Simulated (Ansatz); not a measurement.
# BGeNH6 (SMILES B[NH][GeH3]) at wB97X/6-31G(d) (spherical functions)

Aim: the energy change on altering one bond length of BGeNH6 at wB97X/6-31G* (spherical functions), from 2 runs. 

Program for the calculation: Ansatz 0.2.0.

69 further runs of the same task are left out: 69 set aside as unsound or not needed.

### 1 Starting point

The species is BGeNH6 (9 atoms), meant as a singlet with charge 0. SMILES: `B[NH][GeH3]`. The shape is that of a PBE0-D4/def2-TZVP optimisation.

Bond lengths: B1–N2 1.392 Å, N2–Ge3 1.854 Å, B1–H4 1.199 Å, B1–H5 1.199 Å, N2–H6 1.010 Å, Ge3–H7 1.538 Å, Ge3–H8 1.530 Å, Ge3–H9 1.538 Å. Some angles: B1–N2–Ge3 126.2°, B1–N2–H6 117.9°, Ge3–N2–H6 115.9°, N2–B1–H4 119.2°, N2–B1–H5 119.6°, N2–Ge3–H7 109.1°, N2–Ge3–H8 106.5°, N2–Ge3–H9 109.1°, H4–B1–H5 121.2°, H7–Ge3–H8 111.5°.

### 2 The energy at wB97X/6-31G(d) (spherical functions)

Contents of job.yaml:

```yaml
crystal:
  periodic: [false, false, false]
  atoms:
    - {symbol: B, position_ang: [-0.874000, 0.629500, -1.162900]}
    - {symbol: "N", position_ang: [-0.023300, 0.687100, -0.062700]}
    - {symbol: Ge, position_ang: [0.665200, -0.761400, 0.866600]}
    - {symbol: H, position_ang: [-1.217900, -0.440700, -1.581000]}
    - {symbol: H, position_ang: [-1.249100, 1.647000, -1.674800]}
    - {symbol: H, position_ang: [0.253900, 1.598400, 0.272500]}
    - {symbol: H, position_ang: [2.201600, -0.714800, 0.804900]}
    - {symbol: H, position_ang: [0.114900, -2.015200, 0.184600]}
    - {symbol: H, position_ang: [0.217300, -0.676000, 2.335700]}
basis:
  gaussian: {orbitals: 6-31G_st_-spherical.json}
hamiltonian: {xc: {name: wB97X}}
accuracy: high
output: {orbitals: {seedname: orbitals}}
```

The basis set 6-31G* is read from a file made from the Basis Set Exchange's data (not shown).

Run with:

```
$ ansatz run job.yaml --threads 1 --pin off --max-ram 3480MiB --events-out events.jsonl --progress --plain --runs-dir runs
```

The program printed:

```text
Warning: RAYON_NUM_THREADS=1 ignored (pool sized by the plan → 1); use --threads N
Functional definition: wB97X
  name "wB97X"
  parameter omega = 0.3/bohr
  parameter cx = 0.157706
  parameter cx1 = 0.726479
  parameter cx2 = 1.04760
  parameter cx3 = -5.70635
  parameter cx4 = 13.2794
  parameter css1 = -4.33879
  parameter css2 = 18.2308
  parameter css3 = -31.7430
  parameter css4 = 17.2901
  parameter cos1 = 2.37031
  parameter cos2 = -11.3995
  parameter cos3 = 6.58405
  parameter cos4 = -3.78132
  exchange = spin_sum(e_x_unif_sr(omega)*poly(b97_u_x, 1 - cx, cx1, cx2, cx3, cx4)) + cx*exact_x_sr(omega)
      + exact_x_lr(omega)
  correlation = spin_sum(e_c_pw_same_spin*poly(b97_u_same, 1, css1, css2, css3, css4))
      + integral(e_c_pw_opposite_spin*poly(b97_u_opposite, 1, cos1, cos2, cos3, cos4))
1655 factors; integrals over basis functions are off by at most 4.5e-9 eV
337 factors; integrals over basis functions are off by at most 2.4e-9 eV
mean field evaluation 1: about -58772.4574 eV, gradient 4.0e1 eV
mean field evaluation 2: about -58772.3010 eV, gradient 4.2e1 eV
mean field evaluation 4: about -58775.6352 eV, gradient 7.9e-1 eV
mean field evaluation 8: about -58775.7455 eV, gradient 1.2e-1 eV
mean field evaluation 16: about -58775.7455 eV, gradient 4.9e-6 eV
mean field -58775.74552448 eV, -2159.9688083935 hartree, gradient 3.8e-8 eV, S^2 0.000000; 0 other end points of the search recorded, 0 dependent functions left out
reference -58775.74552113 eV, -2159.9688082703 hartree; 25, 25 occupied and 47, 47 virtual orbitals, 1655 factors
Total energy: -58775.74552113 eV, -2159.9688082703 hartree
```

Wall time 20 s (1 thread of Arm Neoverse V2, shared host); peak memory 0.44 GiB.

### 3 The distorted shape, same level

Contents of in.yaml:

```yaml
crystal:
  periodic: [false, false, false]
  atoms:
    - {symbol: B, position_ang: [-0.686444, 0.120733, -0.906941]}
    - {symbol: N, position_ang: [0.164256, 0.178333, 0.193259]}
    - {symbol: Ge, position_ang: [0.852756, -1.270167, 1.122559]}
    - {symbol: H, position_ang: [-1.030344, -0.949467, -1.325041]}
    - {symbol: H, position_ang: [-1.249100, 1.647000, -1.674800]}
    - {symbol: H, position_ang: [0.441456, 1.089633, 0.528459]}
    - {symbol: H, position_ang: [2.389156, -1.223567, 1.060859]}
    - {symbol: H, position_ang: [0.302456, -2.523967, 0.440559]}
    - {symbol: H, position_ang: [0.404856, -1.184767, 2.591659]}
basis:
  gaussian: {orbitals: 6-31G_st_-spherical.json}
hamiltonian: {xc: {name: wB97X}}
accuracy: high
output: {orbitals: {seedname: orbitals}}
```

The basis set 6-31G* is read from a file made from the Basis Set Exchange's data (not shown).

Run with:

```
$ ansatz run in.yaml --threads 1 --pin off --max-ram 3480MiB --events-out events.jsonl --progress --plain --runs-dir runs
```

The program printed:

```text
Warning: RAYON_NUM_THREADS=1 ignored (pool sized by the plan → 1); use --threads N
Functional definition: wB97X
  name "wB97X"
  parameter omega = 0.3/bohr
  parameter cx = 0.157706
  parameter cx1 = 0.726479
  parameter cx2 = 1.04760
  parameter cx3 = -5.70635
  parameter cx4 = 13.2794
  parameter css1 = -4.33879
  parameter css2 = 18.2308
  parameter css3 = -31.7430
  parameter css4 = 17.2901
  parameter cos1 = 2.37031
  parameter cos2 = -11.3995
  parameter cos3 = 6.58405
  parameter cos4 = -3.78132
  exchange = spin_sum(e_x_unif_sr(omega)*poly(b97_u_x, 1 - cx, cx1, cx2, cx3, cx4)) + cx*exact_x_sr(omega)
      + exact_x_lr(omega)
  correlation = spin_sum(e_c_pw_same_spin*poly(b97_u_same, 1, css1, css2, css3, css4))
      + integral(e_c_pw_opposite_spin*poly(b97_u_opposite, 1, cos1, cos2, cos3, cos4))
1657 factors; integrals over basis functions are off by at most 4.0e-9 eV
345 factors; integrals over basis functions are off by at most 2.2e-9 eV
mean field evaluation 1: about -58770.6254 eV, gradient 4.0e1 eV
mean field evaluation 2: about -58770.5096 eV, gradient 4.2e1 eV
mean field evaluation 4: about -58773.8177 eV, gradient 7.7e-1 eV
mean field evaluation 8: about -58773.9173 eV, gradient 9.0e-2 eV
mean field evaluation 16: about -58773.9174 eV, gradient 7.7e-6 eV
mean field -58773.91735141 eV, -2159.9016242722 hartree, gradient 1.9e-8 eV, S^2 0.000000; 0 other end points of the search recorded, 0 dependent functions left out
reference -58773.91734799 eV, -2159.9016241466 hartree; 25, 25 occupied and 47, 47 virtual orbitals, 1657 factors
Total energy: -58773.91734799 eV, -2159.9016241466 hartree
```

Wall time 20 s (1 thread of Arm Neoverse V2, shared host); peak memory 0.44 GiB.

### 4 Outcome

Level: wB97X/6-31G* (spherical functions).

```
                                                         quantity           value
                                        first shape: total energy  -2159.96881 Eh
                                         first shape: HOMO energy       -10.48 eV
                                         first shape: LUMO energy         2.65 eV
                                       first shape: HOMO–LUMO gap        13.13 eV
                                    distorted shape: total energy  -2159.90162 Eh
                                     distorted shape: HOMO energy        -9.67 eV
                                     distorted shape: LUMO energy         2.40 eV
                                   distorted shape: HOMO–LUMO gap        12.07 eV
energy change with the B1–H5 bond stretched from 1.199 to 1.799 Å        1.828 eV
```

What this shows: With the B1–H5 bond stretched from 1.199 to 1.799 Å the energy rises by 1.83 eV (42 kcal/mol). The first shape isn't relaxed at this level, so the change isn't measured from a minimum.
